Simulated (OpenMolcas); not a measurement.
**Fe⁴⁺ with 3 ligands (bromide): CASSCF levels and susceptibility**

Which state of Fe⁴⁺ lies lowest among these ligands, how large is the field, and what χT follows?

The numbers are computed with OpenMolcas 26.06 (state-averaged CASSCF, spin-orbit coupling by RASSI with atomic mean-field integrals), except any that are marked as measured or tabulated.

1 further run of the same task is left out (it didn't finish).

## Step 1: Starting point

| Quantity | Value |
| --- | --- |
| Species | Fe⁴⁺ (iron, Z = 26, 22 electrons) |
| Basis | ANO-RCC-VDZP [5s4p2d1f], 115 functions with the ligands |
| Scalar Hamiltonian | DKH2, point nucleus |
| Inactive shells | 1s 2s 2p 3s 3p of the metal, and all ligand shells |
| Active space | 4 electrons in 5 orbitals (3d) |
| Some configurations of this space | 3d4 |
| Orbitals | optimised for each spin and parity, averaged over all roots |

The outer shells:

3d4
```
3d [↑ ][↑ ][↑ ][↑ ][  ]
```

Fe⁴⁺ is taken with 3 ligands (bromide) in trigonal planar coordination (D3h) at 2.36 Å. Ligand basis ANO-RCC-VDZP. The distances are assumed, not relaxed.

```xyz
4

Fe    0.0000    0.0000    0.0000
Br    2.3600    0.0000    0.0000
Br   -1.1800    2.0438    0.0000
Br   -1.1800   -2.0438    0.0000
```

The work runs as a chain of OpenMolcas steps in one folder; each step below is one input file. Labels, J, g values, rates, χT and fits are worked out afterwards by a script from the matrices that RASSI stores.

## Step 2: One- and two-electron integrals

Input file a.inp:

```
&GATEWAY
Coord
4

Fe 0.0 0.0 0.0
Br 2.360000 0.000000 0.000000
Br -1.180000 2.043820 0.000000
Br -1.180000 -2.043820 0.000000
Basis=Fe.ANO-RCC-VDZP,Br.ANO-RCC-VDZP
Group=NoSym
NoMove
AngMom=0.0 0.0 0.0
AMFI
RICD
&SEWARD
```

On the command line:

```console
$ OMP_NUM_THREADS=1 MOLCAS_MEM=2457 MOLCAS_PROJECT=a pymolcas a.inp > a.log
```

## Step 3: CASSCF: quintets, 5 roots

Input file a.inp:

```
&RASSCF
FileOrb=start.orb
Symmetry=1
Spin=5
nActEl=4 0 0
Inactive=63
Ras2=5
CIRoot=5 5 1
SDav=5
CIMx=300
Iter=150 100
PrWF=0.3
OrbListing=Nothing
MaxOrb=0
LevShft=1.0
>>> COPY $Project.JobIph JOB001
```

start.orb holds start orbitals that the driver prepared beforehand, or those of the step before.

## Step 4: Reference wave functions, triplets, 45 roots

Input file a.inp:

```
&RASSCF
FileOrb=start.orb
Symmetry=1
Spin=3
nActEl=4 0 0
Inactive=63
Ras2=5
CIRoot=45 45 1
SDav=45
CIMx=300
Iter=150 100
PrWF=0.3
OrbListing=Nothing
MaxOrb=0
LevShft=1.0
>>> COPY $Project.JobIph JOB002
```

## Step 5: CASSCF: singlets, 50 roots

Input file a.inp:

```
&RASSCF
FileOrb=start.orb
Symmetry=1
Spin=1
nActEl=4 0 0
Inactive=63
Ras2=5
CIRoot=50 50 1
SDav=50
CIMx=300
Iter=150 100
PrWF=0.3
OrbListing=Nothing
MaxOrb=0
LevShft=1.0
>>> COPY $Project.JobIph JOB003
```

## Step 6: RASSI: spin-orbit coupling between the states

Input file a.inp:

```
&RASSI
NrOfJobIphs=3 5 45 50
1 2 3 4 5
1 2 3 4 5 6 7 8 9 10 11 12 13 14 15 16 17 18 19 20 21 22 23 24 25 26 27
28 29 30 31 32 33 34 35 36 37 38 39 40 41 42 43 44 45
1 2 3 4 5 6 7 8 9 10 11 12 13 14 15 16 17 18 19 20 21 22 23 24 25 26 27
28 29 30 31 32 33 34 35 36 37 38 39 40 41 42 43 44 45 46 47 48 49 50
IphNames
JOB001
JOB002
JOB003
EJob
SpinOrbit
DIPRint=1.0
SOCoupling=1000.0
Subsets=2
Property=9
'ANGMOM' 1 'ANGMOM' 2 'ANGMOM' 3 'MLTPL  1' 1 'MLTPL  1' 2 'MLTPL  1' 3
'AMFI' 1 'AMFI' 2 'AMFI' 3
SOProperty=3
'ANGMOM' 1 'ANGMOM' 2 'ANGMOM' 3
```

**Question.** What will these runs give? Wanted: spin-free ground state; first state of the same spin within the active space; lowest level; next level.

The runs gave:

| quantity | value |
| --- | --- |
| method | CASSCF |
| spin-free ground state | 5E, 2-fold in its orbital part |
| first state of the same spin within the active space | 5E at 22000 cm⁻¹ |
| lowest level | 2-fold, g = 0.00, 0.00, 8.67 |
| next level | 176.2 cm⁻¹ |
| χT at 300 K | 3.14 cm³ K/mol |
| effective moment at 300 K | 5.01 μB |

**Reading.** The spin-free ground state (5E) is 2-fold and keeps the highest spin of the shell. χT at 300 K is 3.14, against 3.01 cm³ K/mol for the spin alone; near agreement at one temperature doesn't show that the orbital moment is quenched. An active space of the d shell alone favours high spin; real ions in strong fields can be low spin. With metal d orbitals alone active, the gaps between spin states are rough; where two lie within a few thousand cm-1, their order is open. The bonds are covalent and no ligand orbital is active, so the numbers are rough.
